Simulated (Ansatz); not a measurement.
## VH2, space group Fm-3m: an all-electron LAPW single point, step by step

With the Python package of Ansatz (0.2.0).

Run as a notebook:

```python
import ansatz
from pymatgen.core import Structure
from pymatgen.core import Lattice, Structure
from pymatgen.io.ase import AseAtomsAdaptor
```

```python
FILLING = "Fermi-Dirac"
SIGMA = 0.1
```

```python
pmg_structure = Structure(
    Lattice([[0.0, 2.1355, 2.1355], [2.1355, 0.0, 2.1355], [2.1355, 2.1355, 0.0]]),
    ["V", "H", "H"],
    [
        [0.0, 0.0, 0.0],
        [0.25, 0.25, 0.25],
        [0.75, 0.75, 0.75],
    ],
)
structure = ansatz.Crystal.from_ase(AseAtomsAdaptor.get_atoms(pmg_structure)).moments(V=1.0)
```

```python
structure.resolved().tree()["lattice"]
```

    ((0.0, 2.1355, 2.1355), (2.1355, 0.0, 2.1355), (2.1355, 2.1355, 0.0))

```python
calc = (
    structure.calculation()
    .functional(ansatz.Functional.LDA)
    .spin("collinear")
    .kpoints(9)
    .occupations(FILLING, width=SIGMA)
    .pseudopotentials("all_electron", lapw=True)
    .band_table()
)
res = calc.run()
r = res.report
```

    RunWarning: the starting moments were not kept: the SCF closed with an absolute magnetisation of 3.2e-6 μB, where they sum to 1 μB in size (1 site). That is at most 0.1 of that sum. Measured as dr2_m measures the in/out step, that magnetisation stands 2.3e-12 [...]

```python
r["published_state_doubts"]
```

    ['seeded_moment_not_kept']

```python
r["kweights"]
```

    [0.0013717421124828531, 0.010973936899862825, 0.010973936899862825, 0.010973936899862825,
     0.010973936899862825, 0.00823045267489712, 0.03292181069958848, 0.03292181069958848,
     0.03292181069958848, 0.03292181069958848, 0.03292181069958848, 0.03292181069958848,
     0.01646090534979424, 0.00823045267489712, 0.03292181069958848, 0.03292181069958848,
     0.03292181069958848, 0.03292181069958848, 0.01646090534979424, 0.00823045267489712,
     0.03292181069958848, 0.03292181069958848, 0.01646090534979424, 0.00823045267489712,
     0.01646090534979424, 0.03292181069958848, 0.06584362139917696, 0.06584362139917696,
     0.03292181069958848, 0.06584362139917696, 0.06584362139917696, 0.03292181069958848,
     0.03292181069958848, 0.03292181069958848, 0.03292181069958848]

```python
energy = r["free_energy_ev"]
print("VH2: {:.6f} eV = {:.6f} Ry = {:.6f} Ha".format(energy, energy / 13.605693, energy / 27.211386))
print("Fermi level {:.4f} eV, {} k-points, {} symmetry operations".format(r["fermi_energy_ev"], r["n_kpoints"], r["n_symmetry_ops"]))
```

    VH2: -25812.351028 eV = -1897.172825 Ry = -948.586413 Ha
    Fermi level 13.0668 eV, 35 k-points, 48 symmetry operations

```python
final = Structure(res.lattice.cell_ang, [s.symbol for s in res.lattice.sites], [s.position_frac for s in res.lattice.sites])
# count neighbours out to a fixed multiple of the shortest distance
for index, (site, neighbours) in enumerate(zip(final, final.get_all_neighbors(5.5))):
    first = min(n.nn_distance for n in neighbours)
    shell = [n for n in neighbours if n.nn_distance < 1.1 * first]
    mean = sum(n.nn_distance for n in shell) / len(shell)
    print(f"atom {index} {site.specie.symbol}: {len(shell)} neighbours within 1.1 of the shortest distance, mean {mean:.3f} A")

print(len(r["kpoints_frac"]), "irreducible k-points (fractions, weight)")
for k, weight in list(zip(r["kpoints_frac"], r["kweights"]))[:12]:
    print("  {:8.4f} {:8.4f} {:8.4f}".format(*k), f"{weight:10.6f}")
```

    atom 0 V: 8 neighbours within 1.1 of the shortest distance, mean 1.849 A
    atom 1 H: 4 neighbours within 1.1 of the shortest distance, mean 1.849 A
    atom 2 H: 4 neighbours within 1.1 of the shortest distance, mean 1.849 A
    35 irreducible k-points (fractions, weight)
        0.0000   0.0000   0.0000   0.001372
        0.0000   0.0000   0.1111   0.010974
        0.0000   0.0000   0.2222   0.010974
        0.0000   0.0000   0.3333   0.010974
        0.0000   0.0000   0.4444   0.010974
        0.0000   0.1111   0.1111   0.008230
        0.0000   0.1111   0.2222   0.032922
        0.0000   0.1111   0.3333   0.032922
        0.0000   0.1111   0.4444   0.032922
        0.0000   0.1111  -0.4444   0.032922
        0.0000   0.1111  -0.3333   0.032922
        0.0000   0.1111  -0.2222   0.032922

```python
gap = None if "band_edges_ev" not in r else r["band_edges_ev"][1] - r["band_edges_ev"][0]
print("gap on the k mesh:", "withheld (metal, or smearing too wide to tell)" if gap is None else f"{gap:.3f} eV")
print("lowest empty less highest filled band, by band count:", round(r["gap_by_band_count_ev"], 3), "eV")

errors = r["lapw_basis_errors"]
print(f"estimated basis error {1000 * errors['total_ev_per_atom']:.3f} meV/atom, target {1000 * errors['basis_error_target_ev_per_atom']:.3f}")
for sphere in errors["spheres"]:
    print(f"  {sphere['species']:2s} muffin-tin radius {sphere['muffin_tin_radius_ang']:.3f} A, core shells {sphere['core_shells']}")
```

    gap on the k mesh: withheld (metal, or smearing too wide to tell)
    lowest empty less highest filled band, by band count: -2.381 eV
    estimated basis error 0.126 meV/atom, target 0.250
      H  muffin-tin radius 0.652 A, core shells 0
      V  muffin-tin radius 1.198 A, core shells 2

All-electron totals depend on functional, relativistic treatment and basis; only differences at equal settings carry meaning. The SCF didn't keep the moments it started from (some shrank, vanished or turned); what is printed is the state reached. The mesh is modest for a metal, so energies can be off by several to tens of meV an atom and pressures by half a GPa or more; differences at equal mesh fare better. An absolute Fermi energy rests on an arbitrary zero of the periodic potential and has no direct meaning. A gap by band count of zero or less means overlapping bands, a metal. The structure is a deposited one; some such entries were measured under pressure or heat, so a shift against it needn't be the functional's error alone. Levels are Kohn-Sham eigenvalues on this mesh. Warnings are shown shortened and without file and line. Wall time of the script: 14 s on 1 thread of Arm Neoverse V1 (shared host), peak memory 0.49 GiB.
